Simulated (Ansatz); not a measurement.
# BH₇NPSi: small, medium and large basis sets

Aim: see how fast density functionals converge with the basis set for BH₇NPSi.

Method: one geometry, several basis sets; program: Ansatz 0.2.0, Gaussian basis.

Plan: PBE0-D4/def2-SVP; ωB97M-V/def2-SVP; PBE0-D4/def2-QZVPP; ωB97M-V/def2-QZVPP; the functionals' def2-TZVPP values are taken from earlier runs.

## Step 1: The relaxed structure

All runs share one geometry, relaxed beforehand with PBE0-D4 in a triple-zeta def2 set.

SMILES `NPB[SiH3]`, 11 atoms, charge 0, spin multiplicity 1.

Atoms are counted from 1 here; the program's logs count them from 0.

Bond lengths: N1–P2 1.677 Å, N1–H5 1.007 Å, N1–H6 1.007 Å, P2–B3 1.797 Å, P2–H7 1.412 Å, B3–Si4 2.002 Å, B3–H8 1.193 Å, Si4–H9 1.490 Å, Si4–H10 1.492 Å, Si4–H11 1.491 Å. Angles: P2–N1–H5 119.3°, P2–N1–H6 117.2°, H5–N1–H6 112.7°, N1–P2–B3 118.8°, N1–P2–H7 110.6°, B3–P2–H7 111.1°, P2–B3–Si4 116.1°, P2–B3–H8 119.9°, Si4–B3–H8 123.2°, B3–Si4–H9 112.3°, B3–Si4–H10 109.1°, B3–Si4–H11 112.6°, H9–Si4–H10 107.4°, H9–Si4–H11 107.8°, H10–Si4–H11 107.4°.

## Step 2: PBE0-D4 in def2-SVP

in.yaml reads:

```yaml
crystal:
  periodic: [false, false, false]
  atoms:
    - {symbol: N, position_ang: [-0.619365, 2.469129, -0.469032]}
    - {symbol: P, position_ang: [-0.780097, 0.826232, -0.174908]}
    - {symbol: B, position_ang: [0.615813, -0.253933, -0.510965]}
    - {symbol: Si, position_ang: [0.544441, -2.069923, 0.327764]}
    - {symbol: H, position_ang: [-0.016458, 3.019231, 0.121144]}
    - {symbol: H, position_ang: [-1.445510, 2.968331, -0.754262]}
    - {symbol: H, position_ang: [-1.296235, 0.602503, 1.120396]}
    - {symbol: H, position_ang: [1.423207, 0.054987, -1.333700]}
    - {symbol: H, position_ang: [0.543961, -3.160798, -0.687229]}
    - {symbol: H, position_ang: [1.750181, -2.260079, 1.186267]}
    - {symbol: H, position_ang: [-0.654536, -2.252581, 1.195126]}
basis:
  gaussian: {orbitals: def2-SVP}
hamiltonian: {xc: pbe0, dispersion: d4}
output: {orbitals: {seedname: orbitals}}
```

Command:

```bash
> ansatz run in.yaml --threads 2 --pin off --events-out ev --progress --plain --max-ram 4352MiB
```

Further steps of the session: ωB97M-V in def2-SVP; PBE0-D4 in def2-QZVPP; ωB97M-V in def2-QZVPP.

Before running them: what should the planned runs give, taken together? Wanted: PBE0-D4: double and triple zeta above quadruple; ωB97M-V: double and triple zeta above quadruple.

As calculated:

| quantity | value |
| --- | --- |
| PBE0-D4: double and triple zeta above quadruple | 9.41, 0.71 eV |
| ωB97M-V: double and triple zeta above quadruple | 9.55, 0.66 eV |

In words: PBE0-D4 gains 8.70 eV from double to triple zeta, then 0.71 eV more. Total energies overstate the basis error of differences, where much of it tends to cancel.
